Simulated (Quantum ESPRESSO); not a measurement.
Here is a Quantum ESPRESSO 7.5 calculation.

Contents of pw.in:

```
&CONTROL
  calculation = 'scf'
  prefix = 'pwscf'
  outdir = './tmp'
  pseudo_dir = './pseudo'
  tprnfor = .true.
  tstress = .true.
  disk_io = 'nowf'
/
&SYSTEM
  ibrav = 0
  nat = 4
  ntyp = 2
  ecutwfc = 68
  ecutrho = 544
  nbnd = 33
  occupations = 'smearing'
  smearing = 'fd'
  degauss = 0.00367493
/
&ELECTRONS
  conv_thr = 8d-10
  electron_maxstep = 120
  mixing_beta = 0.5
/
ATOMIC_SPECIES
Te   127.6000 te_pbesol_v1.uspp.F.UPF
Sn   118.7100 sn_pbesol_v1.4.uspp.F.UPF
CELL_PARAMETERS angstrom
   4.8656220000    0.0000000000    0.0000000000
   0.0000000000    4.8656220000    0.0000000000
   0.0000000000    0.0000000000    4.8656220000
ATOMIC_POSITIONS crystal
Te     0.0067300000   -0.0114230000   -0.0033600000
Sn    -0.0010980000    0.5041850000    0.4988960000
Sn     0.5015660000    0.0064040000    0.4997800000
Sn     0.4899280000    0.5046890000   -0.0012030000
K_POINTS automatic
6 6 6 0 0 0
```

Potentials or basis: GBRV 1.5 PBEsol.

Launch:

```bash
$ OMP_NUM_THREADS=1 mpirun -n 2 pw.x -nk 2 -in pw.in > pw.out
```

**Question.** Predict the pressure.

**Answer.** -2.5 GPa.

**Question.** What does it give for the band gap on the k mesh?

**Answer.** None (metal or under the smearing width).

**Question.** Estimate the largest force.

**Answer.** 0.091 eV/Å.

Forces on the atoms (eV/Å):
```
Te  -0.041  0.034  0.009
Sn  -0.041 -0.049 -0.011
Sn   0.066  0.062 -0.007
Sn   0.016 -0.047  0.009
```

Spin-orbit coupling is left out, which matters for the levels of Te.
